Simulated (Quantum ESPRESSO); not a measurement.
# Cu (I4/mmm) in Quantum ESPRESSO: single point with PBEsol

Aim: the single point of Cu with PBEsol.

Everything below comes from runs of Quantum ESPRESSO 7.5. Logs are shortened: lines on timing, memory, paths and dates and some standing lists are left out, and cuts for length are marked.

## Step 1: The crystal as given

Symmetry: I4/mmm, No. 139, tetragonal system. Conventional cell: a = 3.280 Å, b = 3.280 Å, c = 2.600 Å, α = 90.00°, β = 90.00°, γ = 90.00°. Cu (site symmetry 4/mmm) has 10 Cu at 2.60 to 2.66 Å as nearest neighbours.

The cell was built by a generator and needn't be a form met in nature.

## Step 2: Single point, PBEsol

pw.in reads:

```
&CONTROL
  calculation = 'scf'
  prefix = 'pwscf'
  outdir = './tmp'
  pseudo_dir = './pseudo'
  tprnfor = .true.
  tstress = .true.
  disk_io = 'nowf'
/
&SYSTEM
  ibrav = 0
  nat = 1
  ntyp = 1
  ecutwfc = 56
  ecutrho = 448
  nbnd = 16
  occupations = 'smearing'
  smearing = 'mp'
  degauss = 0.00734986
/
&ELECTRONS
  conv_thr = 2d-10
  electron_maxstep = 120
  mixing_beta = 0.5
/
ATOMIC_SPECIES
Cu    63.5460 cu_pbesol_v1.2.uspp.F.UPF
CELL_PARAMETERS angstrom
  -1.6400000000    1.6400000000    1.3000000000
   1.6400000000   -1.6400000000    1.3000000000
   1.6400000000    1.6400000000   -1.3000000000
ATOMIC_POSITIONS crystal
Cu     0.0000000000    0.0000000000    0.0000000000
K_POINTS automatic
16 16 20 0 0 0
```

Potentials or basis: GBRV 1.5 PBEsol.

The run is started by

```
$ OMP_NUM_THREADS=1 pw.x -in pw.in > pw.out
```

pw.out:

```text
This program is part of the open-source Quantum ESPRESSO suite
     for quantum simulation of materials; please cite
[... 9 lines left out ...]
     --------------------
     sticks:   dense  smooth     PW     G-vecs:    dense   smooth      PW
     Sum         761     379    151                15073     5319    1311

     Using Slab Decomposition

     bravais-lattice index     =            0
     lattice parameter (alat)  =       5.0244  a.u.
     unit-cell volume          =      94.3817 (a.u.)^3
     number of atoms/cell      =            1
     number of atomic types    =            1
     number of electrons       =        19.00
     number of Kohn-Sham states=           16
     kinetic-energy cutoff     =      56.0000  Ry
     charge density cutoff     =     448.0000  Ry
     scf convergence threshold =      2.0E-10
     mixing beta               =       0.5000
     number of iterations used =            8  plain     mixing
     Exchange-correlation= SLA  PW   PSX  PSC
                           (   1   4  10   8   0   0   0)

     celldm(1)=   5.024398  celldm(2)=   0.000000  celldm(3)=   0.000000
     celldm(4)=   0.000000  celldm(5)=   0.000000  celldm(6)=   0.000000

     crystal axes: (cart. coord. in units of alat)
               a(1) = (  -0.616820   0.616820   0.488943 )
               a(2) = (   0.616820  -0.616820   0.488943 )
               a(3) = (   0.616820   0.616820  -0.488943 )

     reciprocal axes: (cart. coord. in units 2 pi/alat)
               b(1) = (  0.000000  0.810609  1.022614 )
               b(2) = (  0.810609  0.000000  1.022614 )
               b(3) = (  0.810609  0.810609  0.000000 )

     PseudoPot. # 1 for Cu read from file:
     cu_pbesol_v1.2.uspp.F.UPF
     Pseudo is Ultrasoft + core correction, Zval = 19.0
     Generated by new atomic code, or converted to UPF format
     Using radial grid of  867 points,  6 beta functions with:
                l(1) =   0
                l(2) =   0
                l(3) =   1
                l(4) =   1
                l(5) =   2
                l(6) =   2
     Q(r) pseudized with  8 coefficients,  rinner =    1.150   1.150   1.150
                                                       1.150   1.150

     atomic species   valence    mass     pseudopotential
     Cu               19.00    63.54600     Cu( 1.00)

     16 Sym. Ops., with inversion, found

   Cartesian axes

     site n.     atom                  positions (alat units)
         1        Cu     tau(   1) = (   0.0000000   0.0000000   0.0000000  )

     number of k points=  1198  Methfessel-Paxton smearing, width (Ry)=  0.0073

     Number of k-points >= 100: set verbosity='high' to print them.

     Dense  grid:    15073 G-vectors     FFT dimensions: (  36,  36,  36)

     Smooth grid:     5319 G-vectors     FFT dimensions: (  24,  24,  24)

     Check: negative core charge=   -0.000002

     Initial potential from superposition of free atoms

     starting charge      18.0000, renormalised to      19.0000
     Starting wfcs are   13 randomized atomic wfcs +    3 random wfcs

     Self-consistent Calculation

     iteration #  1     ecut=    56.00 Ry     beta= 0.50
     Davidson diagonalization with overlap
     ethr =  1.00E-02,  avg # of iterations =  6.0

     total energy              =    -400.10463287 Ry
     estimated scf accuracy    <       6.47150320 Ry

     iteration #  2     ecut=    56.00 Ry     beta= 0.50
     Davidson diagonalization with overlap
     ethr =  1.00E-02,  avg # of iterations =  3.0

     total energy              =    -402.94373193 Ry
     estimated scf accuracy    <       7.29789574 Ry

     iteration #  3     ecut=    56.00 Ry     beta= 0.50
     Davidson diagonalization with overlap
     ethr =  1.00E-02,  avg # of iterations =  2.0

     total energy              =    -403.51468584 Ry
     estimated scf accuracy    <       0.64899027 Ry

     iteration #  4     ecut=    56.00 Ry     beta= 0.50
     Davidson diagonalization with overlap
     ethr =  3.42E-03,  avg # of iterations =  1.0

     total energy              =    -403.53124064 Ry
     estimated scf accuracy    <       0.21647331 Ry

     iteration #  5     ecut=    56.00 Ry     beta= 0.50
     Davidson diagonalization with overlap
     ethr =  1.14E-03,  avg # of iterations =  1.0

     total energy              =    -403.45078904 Ry
     estimated scf accuracy    <       0.21956302 Ry

     iteration #  6     ecut=    56.00 Ry     beta= 0.50
     Davidson diagonalization with overlap
     ethr =  1.14E-03,  avg # of iterations =  2.0

     total energy              =    -403.49676336 Ry
     estimated scf accuracy    <       0.01017025 Ry

     iteration #  7     ecut=    56.00 Ry     beta= 0.50
     Davidson diagonalization with overlap
     ethr =  5.35E-05,  avg # of iterations =  2.3

     total energy              =    -403.49147763 Ry
     estimated scf accuracy    <       0.01417894 Ry

     iteration #  8     ecut=    56.00 Ry     beta= 0.50
     Davidson diagonalization with overlap
     ethr =  5.35E-05,  avg # of iterations =  2.0

     total energy              =    -403.49454886 Ry
     estimated scf accuracy    <       0.00275012 Ry

     iteration #  9     ecut=    56.00 Ry     beta= 0.50
     Davidson diagonalization with overlap
     ethr =  1.45E-05,  avg # of iterations =  1.2

     total energy              =    -403.49487738 Ry
     estimated scf accuracy    <       0.00005686 Ry

     iteration # 10     ecut=    56.00 Ry     beta= 0.50
     Davidson diagonalization with overlap
     ethr =  2.99E-07,  avg # of iterations =  2.4

     total energy              =    -403.49490763 Ry
     estimated scf accuracy    <       0.00030064 Ry
[... 36 lines left out ...]
     iteration # 16     ecut=    56.00 Ry     beta= 0.50
     Davidson diagonalization with overlap
     ethr =  1.76E-07,  avg # of iterations =  1.0

     total energy              =    -403.49485603 Ry
     estimated scf accuracy    <       0.00002621 Ry

     iteration # 17     ecut=    56.00 Ry     beta= 0.50
     Davidson diagonalization with overlap
     ethr =  1.38E-07,  avg # of iterations =  2.0

     total energy              =    -403.49485939 Ry
     estimated scf accuracy    <          5.0E-09 Ry

     iteration # 18     ecut=    56.00 Ry     beta= 0.50
     Davidson diagonalization with overlap
     ethr =  2.61E-11,  avg # of iterations =  3.2

     total energy              =    -403.49485943 Ry
     estimated scf accuracy    <       0.00000004 Ry

     iteration # 19     ecut=    56.00 Ry     beta= 0.50
     Davidson diagonalization with overlap
     ethr =  2.61E-11,  avg # of iterations =  1.0

     total energy              =    -403.49485942 Ry
     estimated scf accuracy    <       0.00000004 Ry

     iteration # 20     ecut=    56.00 Ry     beta= 0.50
     Davidson diagonalization with overlap
     ethr =  2.61E-11,  avg # of iterations =  2.0

     total energy              =    -403.49485942 Ry
     estimated scf accuracy    <          6.0E-09 Ry

     iteration # 21     ecut=    56.00 Ry     beta= 0.50
     Davidson diagonalization with overlap
     ethr =  2.61E-11,  avg # of iterations =  1.0

     total energy              =    -403.49485942 Ry
     estimated scf accuracy    <          4.7E-10 Ry

     iteration # 22     ecut=    56.00 Ry     beta= 0.50
     Davidson diagonalization with overlap
     ethr =  2.45E-12,  avg # of iterations =  2.0

     End of self-consistent calculation

     Number of k-points >= 100: set verbosity='high' to print the bands.

     the Fermi energy is    12.6764 ev

!    total energy              =    -403.49485942 Ry
     estimated scf accuracy    <          2.5E-12 Ry
     smearing contrib. (-TS)   =      -0.00002004 Ry
     internal energy E=F+TS    =    -403.49483938 Ry

     The total energy is F=E-TS. E is the sum of the following terms:
     one-electron contribution =    -291.92372909 Ry
     hartree contribution      =     155.20549578 Ry
     xc contribution           =     -38.32383508 Ry
     ewald contribution        =    -228.45277099 Ry

     convergence has been achieved in  22 iterations

     Forces acting on atoms (cartesian axes, Ry/au):

     atom    1 type  1   force =     0.00000000    0.00000000    0.00000000

     Total force =     0.000000     Total SCF correction =     0.000000

     Computing stress (Cartesian axis) and pressure

          total   stress  (Ry/bohr**3)                   (kbar)     P=     -191.71
  -0.00138165  -0.00000000  -0.00000000         -203.25       -0.00       -0.00
  -0.00000000  -0.00138165  -0.00000000           -0.00     -203.25       -0.00
  -0.00000000  -0.00000000  -0.00114637           -0.00       -0.00     -168.64

=------------------------------------------------------------------------------=
   JOB DONE.
=------------------------------------------------------------------------------=
```

Run time: 4.3 min. Hardware: 1 thread of Intel Xeon Platinum 8488C (Sapphire Rapids), shared host; peak memory 0.29 GiB.

What came out:

```
Free energy            : -5489.8272 eV
Pressure               : -19.2 GPa
Band gap on the k mesh : none (metal or under the smearing width)
```

Stress tensor (GPa, compression positive):
```
-20.32   0.00   0.00
  0.00 -20.32   0.00
  0.00   0.00 -16.86
```

Levels at points of the mesh, in eV from the Fermi level:
```csv
k point,band 8,band 9,band 10,band 11,band 12,band 13
"(0.00, 0.00, 0.00)",-2.24,-2.24,-1.58,19.24,19.24,22.54
"(0.00, 0.00, -0.50)",-1.92,-1.32,-1.14,2.14,20.34,20.65
"(0.00, -0.50, 0.00)",-1.35,-1.33,0.43,4.56,14.04,14.48
"(-0.50, -0.50, -0.50)",-1.41,-1.27,5.03,5.03,9.70,10.56
```

Caveat: so large a pressure means that the cell lies far from this level's equilibrium, or that cutoff or potentials fall short.
